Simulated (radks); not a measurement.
# Spin polarisation of the 4p shell in Rb³⁺

The task here is to estimate one member of a computed series from the others.

Method: non-relativistic Kohn-Sham, PBE, spin-polarised, spherical densities, point nucleus. Code: radks (a radial shooting solver on a logarithmic mesh, Libxc functionals) version 1.

## The atom as given

```
element       : rubidium (Z = 37)
charge        : +3
electrons     : 34
configuration : [Ar] 3d10 4s2 4p(up 2, down 2)
```

A shell typed twice in an input gives spin up, then spin down.

Set-up of the first run:

Settings of this run:

```text
Z 37
configuration [Ar] 3d10 4s2 4p2 4p2
relativity non-relativistic
functional pbe,pbe
spin polarised
nucleus point
```

Launch:

```bash
> python run_ks.py task.json out
```

The same process makes all the runs of this session.

Among the steps run: No moment.

One table of the session follows, with a row left open; its other results are not shown here.

It belongs to the step «No moment». Radial moments (bohr):

| level | <r> | outermost maximum (interpolated) | 90 % within | nodes |
| --- | --- | --- | --- | --- |
| 1s | 0.04129 | 0.0273 | 0.0735 | 0 |
| 2s | 0.1822 | 0.154 | 0.281 | 1 |
| 2p | 0.1569 | 0.121 | 0.255 | 0 |
| 3s | ? | ? | ? | ? |
| 3p | 0.5231 | 0.451 | 0.795 | 1 |
| 3d | 0.5221 | 0.393 | 0.849 | 0 |
| 4s | 1.416 | 1.26 | 2.06 | 3 |
| 4p | 1.580 | 1.38 | 2.33 | 2 |

**Question.** Estimate the row for 3s.

The run gave: <r>: 0.5215; outermost maximum (interpolated): 0.461; 90 % within: 0.773; nodes: 2. In the column «<r>» it lies between 2s (0.1822) and 3d (0.5221).
